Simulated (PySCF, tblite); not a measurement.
# C3H8B−: geometry, infrared bands, NMR shifts, spin-spin couplings, electronic excitations and core binding energies

Wanted: the infrared bands, NMR shifts, spin-spin couplings, electronic excitations and core binding energies of C3H8B− (`[BH3-]CC=C`), by calculation.

Computed with tblite 0.8.0 and PySCF 2.14.0, with density-fitted response routines of our own, on a single molecule in the gas phase. Atoms are numbered from 0 throughout.

## 1. The starting structure

12 atoms, charge -1, multiplicity 1; geometry from: GFN2-xTB.

Bonds of the start (Å): B0–C1 1.69, C1–C2 1.46, C2–C3 1.33, B0–H4 1.22, B0–H5 1.22, B0–H6 1.22, C1–H7 1.09, C1–H8 1.09, C2–H9 1.09, C3–H10 1.08, C3–H11 1.08.

## 2. Infrared spectrum with GFN2-xTB

What the job is given:

```
{"job": {"kind": "ir", "xc": "GFN2-xTB", "basis": "xTB"}, "charge": -1, "multiplicity": 1}
B      1.463087    -0.472399    -0.513795
C      0.466113     0.619683     0.301703
C     -0.938807     0.367700    -0.004477
C     -1.839483    -0.202609     0.793208
H      2.621126    -0.205225    -0.228873
H      1.306389    -0.359421    -1.719203
H      1.207243    -1.612006    -0.169064
H      0.752841     1.622813    -0.029652
H      0.647409     0.545549     1.378093
H     -1.244622     0.627381    -1.015788
H     -1.594554    -0.498085     1.802849
H     -2.845543    -0.434066     0.467231
```

**Question.** This job is followed by: PBE0-D3(BJ)/def2-SVP geometry optimisation, gas phase; GIAO PBE0/pcSseg-1 NMR shielding, non-relativistic, gas phase; B3LYP/pcJ-1 indirect spin-spin coupling, non-relativistic, gas phase; TDDFT wB97X-D/def2-SVPD, vertical, gas phase, core orbitals frozen in the response; GIAO PBE0/pcSseg-2 NMR shielding, non-relativistic, gas phase; delta-SCF UKS SCAN, pcX-2 on the ionised atom, pcseg-1 elsewhere, spin-free X2C. Predict these results of the whole session: strongest single infrared mode (GFN2-xTB); zero-point energy (GFN2-xTB); point group; rotational constants (main isotopes); 13C shifts against TMS (PBE0/pcSseg-1); 1H shifts against TMS (PBE0/pcSseg-1, means over atoms taken as alike); 11B shifts against BF3·OEt2 (PBE0/pcSseg-1); largest coupling of the table (B3LYP/pcJ-1); lowest singlet (wB97X-D/def2-SVPD); brightest single state of those computed; lowest triplet; vertical ionisation energy (ΔSCF); C1s binding energies, SCAN/pcX-2 (standing for 2 of 3 atoms); B1s binding energies, SCAN/pcX-2; range of the shift of C2.

The runs gave:

| quantity | value |
| --- | --- |
| strongest single infrared mode (GFN2-xTB) | 2115 cm⁻¹, 623 km/mol |
| zero-point energy (GFN2-xTB) | 60.3 kcal/mol |
| point group | C1 |
| rotational constants (main isotopes) | 20.46, 4.05, 3.93 GHz |
| 13C shifts against TMS (PBE0/pcSseg-1) | 170.8, 96.7, 36.4 ppm |
| 1H shifts against TMS (PBE0/pcSseg-1, means over atoms taken as alike) | 6.45, 4.15, 3.84, 1.23, 0.82 ppm |
| 11B shifts against BF3·OEt2 (PBE0/pcSseg-1) | -33.8 ppm |
| largest coupling of the table (B3LYP/pcJ-1) | 1J(C,H) C3–H11, 159.3 Hz |
| lowest singlet (wB97X-D/def2-SVPD) | 5.85 eV (212 nm), f = 0.075 |
| brightest single state of those computed | state 4, 6.21 eV, f = 0.282 |
| lowest triplet | 4.31 eV |
| vertical ionisation energy (ΔSCF) | 3.96 eV |
| C1s binding energies, SCAN/pcX-2 (standing for 2 of 3 atoms) | C3 285.27, C1 284.68 eV |
| B1s binding energies, SCAN/pcX-2 | B0 187.65 eV |
| range of the shift of C2 | 170.8 to 176.7 ppm |

In words: All 30 modes are real, so the xTB geometry is a minimum. The strongest single mode, at 2115 cm⁻¹, moves mainly H4 and H5. Unscaled tight-binding wavenumbers are off by several per cent, some by more. Its intensities can rank the bands wrongly. The optimisation took 6 steps and gained 0.069 eV; among the close pairs (by a distance rule), B0–H5 changed most, from 1.221 to 1.253 Å. At PBE0/pcSseg-1: The widest tensor belongs to C2: span 271 ppm, with a paramagnetic part of -241 ppm. Of the pairs tabulated at B3LYP/pcJ-1, C3–H11 couples most strongly (159.3 Hz; Fermi contact 157.5 Hz). Couplings across rotatable bonds belong to this one conformer; where others are populated, the observed values are averages. The first singlet state (HOMO→LUMO 0.74, HOMO→LUMO+1 0.12) lies at 5.85 eV and is bright; of the 10 states computed, the strongest absorption comes from states 3 to 4 together at 6.21 eV. The lowest triplet lies 1.54 eV below the lowest singlet (triplets in Tamm-Dancoff, singlets in full TDDFT). In the gas-phase run even the lowest singlet lies above the computed detachment energy of this anion, so its states are not to be taken as bound. At wB97X-D/def2-SVPD, all states lie near or above the ionisation energy, where they hang on the basis. The orbital energy would give 3.83 eV for ionisation, ΔSCF gives 3.96 eV. The C1s levels kept as sound span 0.59 eV, from C1 (allylic sp3 CH2 bonded to B) up to C3 (terminal =CH2 carbon). Only 2 of the 3 C atoms are covered by sound results. In ppm, C2 moves most: its shift spreads over 6.0 ppm, from 170.8 (PBE0/pcSseg-1) to 176.7 (PBE0/pcSseg-2).
